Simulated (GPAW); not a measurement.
Here is a GPAW 26.7.0 calculation.

Contents of run.py:

```python
from ase import Atoms
from ase.eos import EquationOfState
from ase.io import Trajectory
from ase.units import GPa
from gpaw import GPAW, PW

atoms = Atoms(['Ta', 'Ta', 'Sc', 'Sc', 'N', 'N'],
              cell=[[3.0850655424, 0.0, 0.0],
                    [-1.5425327712, 2.6717451321, 0.0],
                    [0.0, 0.0, 10.340136]],
              scaled_positions=[[0.3333333333, 0.6666666667, 0.245631],
                                [0.6666666667, 0.3333333333, 0.754369],
                                [0.0, 0.0, 0.0],
                                [0.0, 0.0, 0.5],
                                [0.3333333333, 0.6666666667, 0.629841],
                                [0.6666666667, 0.3333333333, 0.370159]],
              pbc=True)

traj = Trajectory('eos.traj', 'w')
volumes, energies = [], []
for x in [0.94, 0.96, 0.98, 1.0, 1.02, 1.04, 1.06]:
    a = atoms.copy()
    a.set_cell(atoms.cell * x**(1 / 3), scale_atoms=True)
    calc = GPAW(mode=PW(800),
                xc='PBE',
                kpts={'size': (7, 7, 2), 'gamma': True},
                occupations={'name': 'fermi-dirac', 'width': 0.05},
                nbands=53,
                convergence={'density': 1e-05, 'energy': 1e-05},
                maxiter=150,
                txt=f'eos-{x:.2f}.txt')
    a.calc = calc
    energies.append(a.get_potential_energy(force_consistent=True))
    volumes.append(a.get_volume())
    p = -a.get_stress()[:3].mean() / GPa
    calc.write(f'eos-{x:.2f}.gpw')
    traj.write(a)
    print(f'{x:.2f} {volumes[-1]:10.4f} A^3 {energies[-1]:14.6f} eV {p:9.3f} GPa', flush=True)

v0, e0, B = EquationOfState(volumes, energies, eos='birchmurnaghan').fit()
print(f'V0 = {v0:.4f} A^3, E0 = {e0:.6f} eV, B0 = {B / GPa:.2f} GPa')
```

Potentials or basis: GPAW PAW data sets (gpaw-data 1.2.1), pw.

The run is started by

```console
$ OMP_NUM_THREADS=1 python run.py
```

(1) Estimate the bulk modulus at fixed shape and positions.

(2) Estimate the equilibrium volume.

(3) Estimate the pressure derivative of the bulk modulus.

Results:

(1) 198 GPa.

(2) 14.18 Å³/atom.

(3) 4.1.

Caveat: the cell was scaled at fixed shape and fractional positions, which overstates the stiffness of a crystal with free parameters, most of all of layers and chains.
